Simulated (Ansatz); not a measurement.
# SiGe₂ (triplet): wave-function methods side by side at a displaced geometry (v2), cc-pVDZ

One table from this session's results is given with a row withheld; the runs are named, their logs left out.

Computed with Ansatz 0.2.0, Gaussian basis. Level: cc-pVDZ, core rule «outside noble gas», up to 33 orbitals frozen.

The runs, in order: UHF; CCSD(T) on ROHF; CCSD(T) on UHF; BCCD(T) on ROHF; CISD as a restricted active space (open shells left free, so some higher excitations enter); CCSDT(Q) on ROHF; CCSDT(Q) on UHF.

30 further runs of the same task are left out: 14 that didn't finish, 16 set aside as unsound or not needed. Runs told in other sessions of the task aren't counted.

## The geometry

The geometry is a PBE0/def2-TZVP stationary point (not a proven minimum) with its atoms shifted at random (size 0.100 Å). No spin-orbit coupling is included. The filled d shell of Ge may be among the frozen orbitals whatever the setting's name suggests.

3 atoms, charge 0, spin multiplicity 3.

Atoms are counted from 1 here; the program's logs count them from 0.

Bond lengths: Ge1–Ge2 2.447 Å, Ge1–Si3 2.372 Å, Ge2–Si3 2.377 Å. Angles: Ge2–Ge1–Si3 59.1°, Ge1–Ge2–Si3 58.9°, Ge1–Si3–Ge2 62.0°.

As a file:

| atom | x (Å) | y (Å) | z (Å) |
| --- | --- | --- | --- |
| Ge1 | 0.0834 | 0.3255 | 1.2212 |
| Ge2 | -0.0815 | 0.3338 | -1.2204 |
| Si3 | -0.0049 | -1.7053 | -0.0020 |

Set-up of the first run:

Contents of in.yaml:

```yaml
crystal:
  periodic: [false, false, false]
  atoms:
    - {symbol: Ge, position_ang: [0.083379, 0.325474, 1.221192]}
    - {symbol: Ge, position_ang: [-0.081495, 0.333847, -1.220420]}
    - {symbol: Si, position_ang: [-0.004874, -1.705260, -0.001997]}
basis:
  gaussian: {orbitals: cc-pVDZ}
magnetization: {spin_polarized: true, initial_magnetization: 2}
hamiltonian: {xc: hf}
output: {orbitals: {seedname: orbitals}}
```

Command:

```sh
ansatz run in.yaml --threads 1 --pin off --events-out ev --progress --plain --max-ram 2393MiB
```

Steps of the session up to this table: UHF; CCSD(T) on ROHF; CCSD(T) on UHF; BCCD(T) on ROHF; CISD as a restricted active space (open shells left free, so some higher excitations enter); CCSDT(Q) on ROHF; CCSDT(Q) on UHF.

One of the session's tables, all rows but one given; the rest of the session is left out.

It belongs to the step «Misses and costs». 

| method | from RCCSDT(Q) (meV) |
| --- | --- |
| ROHF | ? |
| UHF | +7553.7 |
| RMP2 | +1263.6 |
| UMP2 | +1306.4 |
| CISD | +1402.6 |
| RCCSD | +576.0 |
| UCCSD | +566.5 |
| RCCSD(T) | +91.1 |
| UCCSD(T) | +88.6 |
| BCCD(T) | +84.9 |
| RCCSDT | +54.4 |
| UCCSDT | +49.8 |
| RCCSDT(Q) | 0 |
| UCCSDT(Q) | -6.4 |

**Question.** Estimate the row for ROHF.

The run gave: from RCCSDT(Q) (meV): +7679.2. In the column «from RCCSDT(Q) (meV)» it is the highest.

Caveats from the session: Restricted and unrestricted rows rest on different reference determinants; a gap between their highest levels can come from leftover correlation error, from unlike frozen cores or from another state.
